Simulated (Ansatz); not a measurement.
The system is AlHg.

```
Al Hg
1.0
     0.00000    3.06853    3.06853
     3.06853    0.00000    3.06853
     3.06853    3.06853    0.00000
Al Hg
1 1
Direct
  0.00000 0.00000 0.00000
  0.75000 0.75000 0.75000
```

The cell was built by a generator and needn't be a form met in nature.

Base run:

* Program: Ansatz 0.2.0
* Functional: PBE
* Potentials or basis: Ansatz PAW
* Cutoff: 420 eV
* Density cutoff: 1680 eV
* k mesh: 6 × 6 × 6
* Occupations: fermi-dirac, width 0.05 eV
* Spin: spin-orbit coupling, no magnetisation

Its results: band gap on the k mesh none (metal or under the smearing width); pressure -0.8 GPa.

Q: The run is repeated on the same cell with these changes: spin from spin-orbit coupling, no magnetisation to no spin polarisation; potential files from those of the base run to others of the same set. What comes out?

A: Band gap on the k mesh none (metal or under the smearing width); pressure -0.1 GPa.

Not every run made on this cell is shown here.
